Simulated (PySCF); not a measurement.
**Solver options tried on GeB (quartet)**

The same problem is solved with other solver options, one edit a run.

Program: PySCF 2.14.0. Level of theory: each script names its method and basis. These are calculated values, not measurements.

4 further runs of the same task are left out: 4 that didn't finish.

### Step 1. The starting structure

GeB (quartet): 2 atoms, charge 0, spin multiplicity 4.

Bond lengths: Ge1–B2 1.876 Å.

### Step 2. The run that the others are compared with

Contents of input.py:

```python
from pyscf import gto, dft

mol = gto.M(
    atom='Ge 0 0 0; B 0 0 1.876',
    basis='crenbl',
    ecp={'Ge': 'crenbl', 'B': 'crenbl'},
    charge=0,
    spin=3,
    symmetry=True,
    verbose=3,
)
mf = dft.UKS(mol, xc='bp86')
mf.kernel()
g = mf.nuc_grad_method()
g.grid_response = True
g.kernel()
mf.dip_moment()
print('orbital energies (hartree):', [e[max(0, n-3):n+3].round(4) for e, n in zip(mf.mo_energy, mol.nelec)])
```

Launch:

```console
OMP_NUM_THREADS=1 python input.py
```

Its log is not repeated here.

Base result: E(SCF) = -99.273310 Eh, ⟨S²⟩ = 3.752, μ = 0.96 D, gradient on the second atom -0.0592 Eh/bohr.

The bond length is a typed value, not an optimised one. The quartet is typed in the script; nothing here shows that it is the ground state.

### Step 3. Level shift 0.5 hartree

Edit 1 changes level shift: none → 0.5 hartree.

Contents of input.py:

```python
from pyscf import gto, dft

mol = gto.M(
    atom='Ge 0 0 0; B 0 0 1.876',
    basis='crenbl',
    ecp={'Ge': 'crenbl', 'B': 'crenbl'},
    charge=0,
    spin=3,
    symmetry=True,
    verbose=3,
)
mf = dft.UKS(mol, xc='bp86')
mf.level_shift = 0.5
mf.kernel()
g = mf.nuc_grad_method()
g.grid_response = True
g.kernel()
mf.dip_moment()
print('orbital energies (hartree):', [e[max(0, n-3):n+3].round(4) for e, n in zip(mf.mo_energy, mol.nelec)])
```

Launch:

```console
OMP_NUM_THREADS=1 python input.py
```

### Step 4. Second-order solver on

Edit 2 changes second-order solver: off → on.

Changes to input.py since step 2:

```diff
@@ -12,2 +12,3 @@
 mf = dft.UKS(mol, xc='bp86')
+mf = mf.newton()
 mf.kernel()
```

### Step 5. Damping 0.5

Edit 3 changes damping: none → 0.5.

Changes to input.py since step 2:

```diff
@@ -12,2 +12,4 @@
 mf = dft.UKS(mol, xc='bp86')
+mf.damp = 0.5
+mf.diis_start_cycle = 8
 mf.kernel()
```

**Question.** What will these runs give? Wanted: for each run, E(SCF); from base; SCF dipole.

As calculated:

```csv
run,E(SCF) (hartree),from base (eV),SCF dipole (D)
base,-99.273310,0,0.96
level shift 0.5 hartree,-99.273310,0.0000,0.96
second-order solver on,-99.273310,0.0000,0.96
damping 0.5,-99.273310,0.0000,0.96
```

**Reading.** With level shift 0.5 hartree or second-order solver on or damping 0.5 the SCF ends at the base energy.
